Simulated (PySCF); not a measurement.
# Ways to converge the SCF of BeBr

The same problem is solved with other solver options, one edit a run.

Program: PySCF 2.14.0. Level of theory: method and basis as typed in the scripts. These are calculated values, not measurements.

4 further runs of the same task are left out: 4 that didn't finish.

### 1 The starting structure

BeBr: 2 atoms, charge 0, spin multiplicity 2.

Bond lengths: Be1–Br2 1.930 Å.

### 2 Base script

Input file input.py:

```python
from pyscf import gto, dft

mol = gto.M(
    atom='Be 0 0 0; Br 0 0 1.93',
    basis='minao',
    charge=0,
    spin=1,
    verbose=4,
)
mf = dft.UKS(mol, xc='wb97')
mf.kernel()
mf.dip_moment()
print('orbital energies (hartree):', [e[max(0, n-3):n+3].round(4) for e, n in zip(mf.mo_energy, mol.nelec)])
```

The run is started by

```console
OMP_NUM_THREADS=1 python input.py
```

Its log is not repeated here.

In short: E(SCF) = -2588.914199 Eh, 6 cycles, ⟨S²⟩ = 0.750, μ = 5.11 D.

The bond length is a typed value, not an optimised one.

### 3 Damping 0.5

Variant 1 changes damping: none → 0.5.

Input file input.py:

```python
from pyscf import gto, dft

mol = gto.M(
    atom='Be 0 0 0; Br 0 0 1.93',
    basis='minao',
    charge=0,
    spin=1,
    verbose=4,
)
mf = dft.UKS(mol, xc='wb97')
mf.damp = 0.5
mf.diis_start_cycle = 8
mf.kernel()
mf.dip_moment()
print('orbital energies (hartree):', [e[max(0, n-3):n+3].round(4) for e, n in zip(mf.mo_energy, mol.nelec)])
```

The run is started by

```console
OMP_NUM_THREADS=1 python input.py
```

### 4 Damping 0.2

Variant 2 changes damping: none → 0.2.

input.py: that of step 2 with these lines changed.

```diff
@@ -10,2 +10,4 @@
 mf = dft.UKS(mol, xc='wb97')
+mf.damp = 0.2
+mf.diis_start_cycle = 8
 mf.kernel()
```

### 5 Convergence threshold 1e-05 hartree

Variant 3 changes convergence threshold: default → 1e-05 hartree.

input.py: that of step 2 with these lines changed.

```diff
@@ -10,2 +10,3 @@
 mf = dft.UKS(mol, xc='wb97')
+mf.conv_tol = 1e-05
 mf.kernel()
```

Q: Predict the outcome of this session. Wanted: for each run, E(SCF); from base; SCF dipole.

The runs gave:

```csv
run,E(SCF) (hartree),from base (eV),cycles,SCF dipole (D)
base,-2588.914199,0,6,5.11
damping 0.5,-2588.914199,0.0000,11,5.11
damping 0.2,-2588.914199,0.0000,11,5.11
convergence threshold 1e-05 hartree,-2588.914199,0.0000,4,5.11
```

Distance from each run's final energy (log10 hartree) by cycle:

```csv
run,cycle 1,cycle 2,cycle 3,cycle 5,cycle 8,cycle 12
base,-2.2,-3.2,-5.1,-9.6,done,done
damping 0.5,-2.2,-2.5,-2.9,-3.6,-5.3,done
damping 0.2,-2.2,-2.8,-3.5,-4.9,-7.2,done
convergence threshold 1e-05 hartree,-2.2,-3.2,-5.1,done,done,done
```

The SCF energy stays the same, to the digits that matter, with damping 0.5 or damping 0.2 or convergence threshold 1e-05 hartree. The base needs 6 cycles and the run with damping 0.5 needs 11.
